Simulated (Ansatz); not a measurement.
# Ca2C: the cost of one run

Computed with Ansatz 0.2.0 (DFT PBE, scalar-relativistic, plane waves, PAW, unless a step's input says otherwise).

## Step 1: The structure to begin with

The structure is hexagonal, space group P6/mmm (No. 191). The conventional cell has a = 5.795 Å, b = 5.795 Å, c = 14.000 Å, α = 90.00°, β = 90.00°, γ = 120.00°. Ca (site symmetry -6m2) is surrounded by 3 Ca at 3.35 Å and 3 C at 3.35 Å. C (site symmetry 6/mmm) has 6 Ca at 3.35 Å as nearest neighbours.

As a file:

```cif
data_structure
_symmetry_space_group_name_H-M 'P6/mmm'
_symmetry_Int_Tables_number 191
_cell_length_a 5.7951
_cell_length_b 5.7951
_cell_length_c 14.0000
_cell_angle_alpha 90.000
_cell_angle_beta 90.000
_cell_angle_gamma 120.000
_cell_volume 407.18
loop_
_atom_site_label
_atom_site_type_symbol
_atom_site_symmetry_multiplicity
_atom_site_Wyckoff_symbol
_atom_site_fract_x
_atom_site_fract_y
_atom_site_fract_z
_atom_site_occupancy
Ca1 Ca 2 d 0.33333 0.66667 0.50000 1
C1 C 1 b 0.00000 0.00000 0.50000 1
```

The cell is invented: random sheet by layer group and Wyckoff sites. The dimensions are guesses.

It is a sheet, periodic along a and b, with vacuum along c; volumes and pressures of the box carry no meaning, and space groups named for it are those of the box.

## Step 2: A first look at the guess

input.yaml reads:

```yaml
crystal:
  lattice:
    - [5.795129, 0.0, 0.0]
    - [-2.897565, 5.018729, 0.0]
    - [0.0, 0.0, 14.0]
  atoms:
    - { symbol: Ca, position: [0.33333333, 0.66666667, 0.5] }
    - { symbol: Ca, position: [0.66666667, 0.33333333, 0.5] }
    - { symbol: C, position: [0.0, 0.0, 0.5] }
  periodic: [true, true, false]
basis:
  ecutwfc: 420
kpoints:
  mp_grid: { grid: [3, 3, 1] }
hamiltonian:
  xc: pbe
scf:
  occupations: { method: gaussian, width: 0.1 }
  lower_state_search: "off"
output:
  forces: true
  stress: true
  eigenvalues: true
```

Started as:

```console
$ ansatz run input.yaml --threads 1 --pin off --max-ram 2048MiB --backend cpu --events-out ev --progress --plain --runs-dir out
```

Q: Estimate wall time and peak memory on 1 thread of Arm Neoverse V2, shared host.

About 3.9 s, with a peak of 0.56 GiB.
